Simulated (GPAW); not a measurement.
# Mg3ZnC: single point with PBE

Crystal: Mg3ZnC.

```
Zn Mg C
1.0
     4.40693    0.00000    0.00000
     0.00000    4.40693    0.00000
     0.00000    0.00000    4.40693
Zn Mg C
1 3 1
Direct
  0.00000 0.00000 0.00000
  0.50000 0.00000 0.50000
  0.50000 0.50000 0.00000
  0.00000 0.50000 0.50000
  0.50000 0.50000 0.50000
```

The cell comes from a database or a generator and needn't be the stable form of this composition.

| Item | Value |
| --- | --- |
| Program | GPAW 26.7.0 |
| Task | single point |
| Functional | PBE |
| Potentials or basis | GPAW PAW data sets (gpaw-data 1.2.1) |
| Cutoff | 800 eV |
| Basis | pw |
| k mesh | 6 × 6 × 6 |
| Occupations | fermi-dirac, width 0.05 eV |
| Spin | no spin polarisation |
| Maxiter | 150 |

```
Pressure               : -0.3 GPa
Band gap on the k mesh : none (metal or under the smearing width)
```

Levels at points of the mesh, in eV from the Fermi level:
```tsv
k point	band 20	band 21	band 22	band 23	band 24	band 25	band 26	band 27
(0.00, 0.00, 0.00)	-2.65	-2.65	-2.65	1.64	1.64	2.68	2.68	2.68
(0.50, 0.00, 0.00)	-2.15	-2.15	-2.06	-1.04	1.34	1.34	2.97	4.13
(0.50, 0.50, 0.00)	-4.49	-4.36	-1.95	0.91	0.91	2.09	2.80	3.95
(0.50, 0.50, 0.50)	-3.36	-3.36	-3.08	-1.76	-1.76	-1.76	4.93	4.93
```

Run time: 68 s on 1 thread of Arm Neoverse V2, on a shared host, peak memory 0.26 GiB.
